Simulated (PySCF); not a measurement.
# ZrNF: relaxation and vibrations of the singlet

The task is one start of a wider search on ZrNF: the singlet, from a linear start. It is relaxed, tested by its Hessian and followed downhill if it is a saddle.

Method: PBE0, basis Zr def2-TZVP with ECP28, N def2-TZVP, F def2-TZVP, scalar-relativistic core potentials, no spin–orbit coupling, density fitting; program: PySCF 2.14.0.

**1. The starting structure**

3 atoms, charge 0, spin multiplicity 1.

Bond lengths: Zr1–N2 1.870 Å, Zr1–F3 2.180 Å. Angles: N2–Zr1–F3 180.0°.

```xyz
3
charge 0 multiplicity 1
Zr    0.0000    0.0000   -0.1239
N     0.0000    0.0000   -1.9939
F     0.0000    0.0000    2.0561
```

**2. Relaxing the singlet from the linear start**

The steps below are one call of a driver around PySCF. For each, scf.py gives the equivalent set-up of the SCF; relaxations use the driver's own optimiser. Before each start the driver seeks the lowest SCF state from one or more starting densities and follows internal instabilities, so scf.py alone need not reach the same state.

The program finds C∞v symmetry in the start, which this walk keeps. Threshold on the gradient: 0.0003 Eh/bohr, with a further test on the energy change.

scf.py

```python
from pyscf import gto, scf, dft
mol = gto.M(atom='''
Zr     0.000000     0.000000    -0.123922
N      0.000000     0.000000    -1.993922
F      0.000000     0.000000     2.056078''',
    basis={'Zr': 'def2-TZVP', 'N': 'def2-TZVP', 'F': 'def2-TZVP'},
    ecp={'Zr': 'def2-TZVP'},
    charge=0, spin=0)
mf = dft.RKS(mol, xc='PBE0')
mf.grids.atom_grid = (50, 194)
aux = {'Zr': 'def2-universal-JKFIT', 'N': 'def2-universal-JKFIT', 'F': 'def2-universal-JKFIT'}
mf = mf.density_fit(auxbasis=aux)
mf.kernel()
```

Steps of the walk:

| step | energy (Eh) | change (kJ/mol) | largest symmetric gradient (Eh/bohr) |
| --- | --- | --- | --- |
| 0 | -201.466041 | 0.00 | 0.11987 |
| 1 | -201.489017 | -60.32 | 0.01104 |
| 2 | -201.489125 | -60.61 | 0.00548 |
| 3 | -201.489152 | -60.68 | 0.00029 |
| 4 | -201.489153 | -60.68 | 0.00011 |

The walk took 5 s on 4 threads, shared host.

It settles in C∞v symmetry, 60.7 kJ/mol below the start, after 4 steps: Zr–F 2.135 Å, Zr–N 1.697 Å; F–Zr–N 180.0°.

**3. Hessian and properties**

On the finer grid the gradient is checked again; gradients at displacements of ±0.01 bohr then give force constants and infrared intensities.

scf.py, as its differences from that of step 2:

```diff
@@ -3,3 +3,3 @@
-Zr     0.000000     0.000000    -0.123922
-N      0.000000     0.000000    -1.993922
-F      0.000000     0.000000     2.056078''',
+Zr     0.000000    -0.000000    -0.136179
+N      0.000000    -0.000000    -1.833576
+F      0.000000     0.000000     1.997780''',
@@ -10 +10 @@
-mf.grids.atom_grid = (50, 194)
+mf.grids.atom_grid = (75, 302)
```

This SCF starts from the last density.

Log of the central SCF (cycles and frontier levels):

```text
init E= -201.489223344175
  HOMO = -0.231120123117368  LUMO = -0.104911073800627  gap/eV = 3.43432
cycle= 1 E= -201.489223343881  delta_E= 2.94e-10  |g|= 3.77e-05  |ddm|= 2.83e-05
  HOMO = -0.231127311044723  LUMO = -0.104912474912048  gap/eV = 3.43448
cycle= 2 E= -201.489223339389  delta_E= 4.49e-09  |g|= 0.000146  |ddm|= 0.000107
  HOMO = -0.231122122566081  LUMO = -0.10491168472284  gap/eV = 3.43436
cycle= 3 E= -201.489223344197  delta_E= -4.81e-09  |g|= 2.21e-06  |ddm|= 8.54e-05
  HOMO = -0.23112196132308  LUMO = -0.104911570534634  gap/eV = 3.43436
cycle= 4 E= -201.489223344198  delta_E= -5.68e-13  |g|= 6.18e-07  |ddm|= 1.54e-06
  HOMO = -0.231121881708702  LUMO = -0.104911530141453  gap/eV = 3.43436
Extra cycle  E= -201.489223344198  delta_E= 2.27e-13  |g|= 1.15e-06  |ddm|= 8.62e-07
converged SCF energy = -201.489223344198
```

The whole step took 14 s.

Geometry: C∞v; Zr–F 2.134 Å, Zr–N 1.697 Å; F–Zr–N 180.0°.

Modes, for the most abundant isotopes:

| symmetry | ω (cm⁻¹) | IR (km/mol) | μ (u) |
| --- | --- | --- | --- |
| π | 217i | 277 | 19.38 |
| σ+ | 474 | 117 | 21.30 |
| σ+ | 1063 | 267 | 15.67 |

2 modes are imaginary, the largest at 217i cm⁻¹: a saddle point, not a minimum.

Constants and moments:

```
Dipole moment                                                   : 0.65 D
Highest occupied level                                          : -6.29 eV
Lowest empty level                                              : -2.85 eV
Rotational constants                                            : 0.1353 cm⁻¹
Zero-point energy (real modes)                                  : 9.2 kJ/mol
Principal polarisabilities                                      : 34.5, 34.5, 56.7 bohr³
Atomisation energy without zero-point energy                    : 1017 kJ/mol
Principal traceless quadrupole moments about the centre of mass : -26.47, 13.24, 13.24 D Å
```

Populations by atom (charges in e):

```tsv
atom	Mulliken	Löwdin	polar tensor	Mayer order to Zr1
Zr1	1.18	0.84	2.19	–
N2	-0.56	-0.37	-1.25	2.97
F3	-0.63	-0.47	-0.94	0.62
```

Outer orbital energies (eV). occupied: -29.47, -17.78, -10.23, -9.77, -9.77, -7.55, -7.55, -6.29; empty: -2.85, -2.61, -2.61, -0.58.

Mulliken populations on Zr1 (outside its core potential): s 2.22, p 6.19, d 2.31, f 0.10.

**4. Downhill along the imaginary mode**

The start is the last point, displaced along its most imaginary mode.

The program finds Cs symmetry in the start, which this walk keeps. Threshold on the gradient: 0.0003 Eh/bohr, with a further test on the energy change.

scf.py, as its differences from that of step 3:

```diff
@@ -3,3 +3,3 @@
-Zr     0.000000    -0.000000    -0.136179
-N      0.000000    -0.000000    -1.833576
-F      0.000000     0.000000     1.997780''',
+Zr     0.000843     0.033547    -0.136470
+N     -0.003015    -0.119962    -1.833868
+F     -0.001768    -0.070331     1.997489''',
@@ -10 +10 @@
-mf.grids.atom_grid = (75, 302)
+mf.grids.atom_grid = (50, 194)
```

Energy and gradient, step by step:

| step | energy (Eh) | change (kJ/mol) | largest symmetric gradient (Eh/bohr) |
| --- | --- | --- | --- |
| 0 | -201.490363 | 0.00 | 0.00914 |
| 1 | -201.492181 | -4.77 | 0.01461 |
| 2 | -201.495831 | -14.36 | 0.01793 |
| 3 | -201.501778 | -29.97 | 0.02275 |
| 4 | -201.508880 | -48.62 | 0.03208 |
| 5 | -201.519417 | -76.28 | 0.06537 |
| 6 | -201.528531 | -100.21 | 0.02292 |
| 7 | -201.533295 | -112.72 | 0.00644 |
| 8 | -201.533469 | -113.18 | 0.00509 |
| 9 | -201.533517 | -113.30 | 0.00030 |
| 10 | -201.533517 | -113.30 | 0.00011 |

The walk took 12 s.

End point (Cs, 10 steps, 113.3 kJ/mol gained): Zr–F 1.960 Å, Zr–N 1.696 Å; F–Zr–N 108.8°.

**5. Vibrations and properties at this point**

The same treatment as at the point before.

scf.py, as its differences from that of step 4:

```diff
@@ -3,3 +3,3 @@
-Zr     0.000843     0.033547    -0.136470
-N     -0.003015    -0.119962    -1.833868
-F     -0.001768    -0.070331     1.997489''',
+Zr     0.007026     0.279536    -0.113853
+N     -0.020704    -0.823729    -1.402014
+F     -0.018016    -0.716768     1.573213''',
@@ -10 +10 @@
-mf.grids.atom_grid = (50, 194)
+mf.grids.atom_grid = (75, 302)
```

Log of the central SCF (cycles and frontier levels):

```text
init E= -201.533603668806
  HOMO = -0.2232838668439  LUMO = -0.101663934404719  gap/eV = 3.30945
cycle= 1 E= -201.533603668802  delta_E= 3.87e-12  |g|= 5.68e-06  |ddm|= 4.24e-06
  HOMO = -0.223282574905935  LUMO = -0.101663911803168  gap/eV = 3.30941
Extra cycle  E= -201.533603668755  delta_E= 4.71e-11  |g|= 1.6e-05  |ddm|= 1.04e-05
converged SCF energy = -201.533603668755
```

The whole step took 19 s.

Geometry: Cs; Zr–F 1.959 Å, Zr–N 1.696 Å; F–Zr–N 108.8°.

Modes, for the most abundant isotopes:

| symmetry | ω (cm⁻¹) | IR (km/mol) | type |
| --- | --- | --- | --- |
| a' | 247 | 16.7 | bend |
| a' | 600 | 155 | stretch |
| a' | 1045 | 110 | stretch |

Every mode is real; the point is a minimum.

Properties at this point:

* Dipole moment: 7.38 D
* Highest occupied level: -6.08 eV
* Lowest empty level: -2.77 eV
* Rotational constants: 0.6742, 0.2189, 0.1652 cm⁻¹
* Zero-point energy: 11.3 kJ/mol
* Principal polarisabilities: 24.3, 30.3, 59.4 bohr³
* Atomisation energy without zero-point energy: 1133 kJ/mol
* Principal traceless quadrupole moments about the centre of mass: -15.25, 4.72, 10.53 D Å
* Entropy at 298.15 K and 1 bar: 277.6 J/(mol K)
* Heat capacity Cp at 298.15 K: 46.4 J/(mol K)
* Enthalpy at 298.15 K above 0 K: 11.71 kJ/mol
* Rotational symmetry number: 1

Populations by atom (charges in e):

```json
{"atom": "Zr1", "Mulliken": "1.11", "Löwdin": "0.71", "polar tensor": "1.64", "Mayer order to Zr1": "–"}
{"atom": "N2", "Mulliken": "-0.60", "Löwdin": "-0.39", "polar tensor": "-0.90", "Mayer order to Zr1": "2.91"}
{"atom": "F3", "Mulliken": "-0.51", "Löwdin": "-0.32", "polar tensor": "-0.74", "Mayer order to Zr1": "0.81"}
```

Outer orbital energies (eV). occupied: -29.80, -16.94, -10.96, -10.51, -10.48, -6.90, -6.57, -6.08; empty: -2.77, -1.52, -1.39, -0.14.

Mulliken populations on Zr1 (outside its core potential): s 2.07, p 6.14, d 2.59, f 0.08.

**6. Stability of the closed shell**

At the lowest minimum the closed shell is tested against spin polarisation, on the (50, 194) grid. It is stable.

**7. All stationary points**

| spin | group | bonds | imaginary modes (cm⁻¹) | ΔE (kJ/mol) | with zero-point energy |
| --- | --- | --- | --- | --- | --- |
| singlet | Cs | Zr–F 1.959 Å, Zr–N 1.696 Å | none | 0.0 | 0.0 |
| singlet | C∞v | Zr–F 2.134 Å, Zr–N 1.697 Å | 217i, 217i | 116.5 | – |

**8. Outcome**

```
                                 quantity                                      value
                                  minimum                                singlet, Cs
                                 geometry  Zr–F 1.959 Å, Zr–N 1.696 Å; F–Zr–N 108.8°
                       wavenumbers (cm⁻¹)              247 (a'), 600 (a'), 1045 (a')
                            dipole moment                                     7.38 D
     highest occupied, lowest empty level                            -6.08, -2.77 eV
               polar-tensor charge of Zr1                                    +1.64 e
                        zero-point energy                                11.3 kJ/mol
                      entropy at 298.15 K                            277.6 J/(mol K)
atomisation energy (no zero-point energy)                                1133 kJ/mol
```

The linear start (C∞v) ends in a minimum of Cs symmetry, after a stop at a second-order saddle point 116.5 kJ/mol higher, from which it was pushed off along an imaginary mode. In the infrared the band at 600 cm⁻¹ (a', stretch) leads. With 7.4 D the molecule is strongly polar. Only this shape and spin were tried, so other structures or states may lie lower.

The search up to here took 55 s on 4 threads, shared host.
